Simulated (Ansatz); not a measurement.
# PBE0/6-31G(d) (spherical functions) run of Ge2H6 (digermane)

Aim: the electronic atomisation energy of Ge2H6 (digermane) at PBE0/6-31G* (spherical functions), from 3 runs. 

The calculation is run with Ansatz 0.2.0.

39 further runs of the same task are left out: 39 set aside as unsound or not needed.

**1. The structure to begin with**

Ge2H6 has 8 atoms, charge 0, and is taken as a singlet. SMILES: `[GeH3][GeH3]`. Geometry: relaxed at PBE0-D4/def2-TZVP.

Bond lengths: Ge1–Ge2 2.420 Å, Ge1–H3 1.537 Å, Ge1–H4 1.537 Å, Ge1–H5 1.537 Å, Ge2–H6 1.537 Å, Ge2–H7 1.537 Å, Ge2–H8 1.537 Å. Some angles: Ge1–Ge2–H6 110.3°, Ge1–Ge2–H7 110.3°, Ge1–Ge2–H8 110.3°, Ge2–Ge1–H3 110.3°, Ge2–Ge1–H4 110.3°, Ge2–Ge1–H5 110.3°, H6–Ge2–H7 108.6°, H6–Ge2–H8 108.6°, H7–Ge2–H8 108.6°, H3–Ge1–H4 108.6°.

**2. The energy at PBE0/6-31G(d) (spherical functions)**

Contents of input.yaml:

```yaml
crystal:
  periodic: [false, false, false]
  atoms:
    - symbol: Ge
      position_ang: [-0.569150, 0.281910, -1.029950]
    - symbol: Ge
      position_ang: [0.569150, -0.281910, 1.029950]
    - symbol: H
      position_ang: [-0.360530, -0.825230, -2.075830]
    - symbol: H
      position_ang: [-2.077470, 0.442320, -0.780090]
    - symbol: H
      position_ang: [-0.023210, 1.601970, -1.597890]
    - symbol: H
      position_ang: [0.367430, 0.829100, 2.073090]
    - symbol: H
      position_ang: [2.076310, -0.450460, 0.778490]
    - symbol: H
      position_ang: [0.017470, -1.597700, 1.602230]
basis:
  gaussian:
    orbitals: 6-31G_st_-spherical.json
hamiltonian:
  xc: pbe0
accuracy: high
output: {orbitals: {seedname: orbitals}}
```

The basis set 6-31G* is read from a file made from the Basis Set Exchange's data (not shown).

On the command line:

```console
ansatz run input.yaml --threads 1 --pin off --max-ram 3480MiB --events-out events.jsonl --progress --plain --runs-dir runs
```

Log:

```text
Warning: RAYON_NUM_THREADS=1 ignored (pool sized by the plan → 1); use --threads N
Functional definition: PBE0
  name "PBE0"
  parameter a = 0.25
  parameter kappa = 0.804
  parameter beta = 0.06672455060314922
  exchange = (1 - a)*pbe_x(kappa = kappa, mu = beta*pi^2/3) + a*exact_x
  correlation = pbe_c(beta = beta)
1611 factors; integrals over basis functions are off by at most 8.5e-9 eV
mean field evaluation 1: about -113103.6730 eV, gradient 1.5e1 eV
mean field evaluation 2: about -113103.8281 eV, gradient 1.2e1 eV
mean field evaluation 4: about -113103.9181 eV, gradient 2.9e-1 eV
mean field evaluation 8: about -113104.0242 eV, gradient 7.8e-3 eV
mean field evaluation 16: about -113104.0242 eV, gradient 1.0e-7 eV
mean field -113104.02422538 eV, -4156.4962256214 hartree, gradient 4.2e-8 eV, S^2 0.000000; 0 other end points of the search recorded, 0 dependent functions left out
reference -113104.02422894 eV, -4156.4962257524 hartree; 35, 35 occupied and 41, 41 virtual orbitals, 1611 factors
Total energy: -113104.02422894 eV, -4156.4962257524 hartree
```

Wall time 3.9 s (1 thread of Intel Xeon 6975P-C (Granite Rapids), shared host); peak memory 0.28 GiB.

**3. The Ge atom at the same level**

Contents of in.yaml:

```yaml
crystal:
  periodic: [false, false, false]
  atoms:
    - {symbol: Ge, position_ang: [0.000000, 0.000000, 0.000000]}
basis:
  gaussian:
    orbitals: 6-31G_st_-spherical.json
magnetization:
  spin_polarized: true
  initial_magnetization: 2
hamiltonian:
  xc: pbe0
accuracy: high
```

The basis set 6-31G* is read from a file made from the Basis Set Exchange's data (not shown).

Run the same way, it converges to -2076.37676 Eh (log not shown).

**4. The H atom at the same level**

Contents of molecule.yaml:

```yaml
crystal:
  periodic: [false, false, false]
  atoms:
    - {symbol: H, position_ang: [0.000000, 0.000000, 0.000000]}
basis:
  gaussian:
    orbitals: "6-31G*"
accuracy: high
magnetization:
  spin_polarized: true
  initial_magnetization: 1
hamiltonian:
  xc: pbe0
```

Run the same way, it converges to -0.49911 Eh (log not shown).

**5. Results**

At PBE0/6-31G* (spherical functions):

```
                     quantity           value
       molecule: total energy  -4156.49623 Eh
        molecule: HOMO energy        -8.11 eV
        molecule: LUMO energy         0.43 eV
      molecule: HOMO–LUMO gap         8.54 eV
        Ge atom: total energy  -2076.37676 Eh
                Ge atom: ⟨S²⟩           2.003
         H atom: total energy     -0.49911 Eh
                 H atom: ⟨S²⟩           0.750
electronic atomisation energy       20.355 eV
```

What this shows: Taking the molecule apart into free atoms costs 20.36 eV (1964 kJ/mol), before zero-point energy and without spin-orbit coupling.
